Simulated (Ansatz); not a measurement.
Runs of Ansatz 0.2.0 on Ba2Tl5V3O12. The typed cell holds 22 atoms: a = 6.061 Å, b = 6.112 Å, c = 14.126 Å, α = 95.24°, β = 99.31°, γ = 113.97°. The cell was built by a generator and needn't be a form met in nature.

```tsv
task	level	potentials or basis	cell	k mesh	cutoff (eV)	smearing	points for each segment of the path	gap on the mesh (eV)	pressure (GPa)	moment (μB)	relaxed volume (Å³/atom)	largest force (eV/Å)
relaxation of cell and atoms	PBE+D4	Ansatz PAW	relaxed	4 × 4 × 2	420	fermi-dirac 0.05 eV	-	2.79	0.0	0.00	(b)	0.01
band structure	BLYP	Ansatz PAW	as given	5 × 5 × 2	420	fermi-dirac 0.05 eV	10	3.08	2.4	0.00	-	0.25
relaxation of cell and atoms	BLYP	Ansatz PAW	relaxed	4 × 4 × 2	420	fermi-dirac 0.05 eV	-	2.94	0.0	0.00	22.81	0.01
single point	PBE	SPMS NC	as given	5 × 5 × 2	1034	fermi-dirac 0.05 eV	-	3.03	0.0	0.00	-	0.03
band structure	RPBE	Ansatz PAW	as given	5 × 5 × 2	420	fermi-dirac 0.05 eV	10	3.14	2.5	0.00	-	0.21
single point	PBE	PseudoDojo standard (PBE files)	as given	5 × 5 × 2	1143	fermi-dirac 0.05 eV	-	3.03	(a)	0.00	-	0.05
single point	PBE	Ansatz PAW earlier set	as given	5 × 5 × 2	930	fermi-dirac 0.05 eV	-	3.03	0.0	0.00	-	0.01
Born charges and dielectric tensor	PBE	Ansatz PAW	as given	4 × 4 × 2	420	gaussian 0.01 eV	-	2.93	-	0.00	-	-
```

Alike in all rows: spin collinear, ferromagnetic start.

Q: Fill in the values left out.

A: (a) -0.2; (b) 19.61.

Caveats: spin-orbit coupling is left out, which as a rule narrows the gap of such compounds by several tenths of an eV; the potentials were made for another functional, which shifts forces and pressure (some runs); the PAW data sets come from PBE, with cores solved anew for the run's functional, which leaves a small shift of forces and pressure (some runs); odd divisions of the mesh miss points on the zone boundary, where band edges often lie, so the gap on the mesh can be too wide (some runs); the plane-wave basis is chosen anew once the cell has moved, so the energies of steps on either side of that aren't comparable (some runs); the k mesh misses the band edges, so the gap on the mesh is wider than the one along the path (some runs).

A k mesh can miss the band edges, and the runs leave out spin-orbit coupling on Ba, Tl.

Not every run made on this cell is shown here.
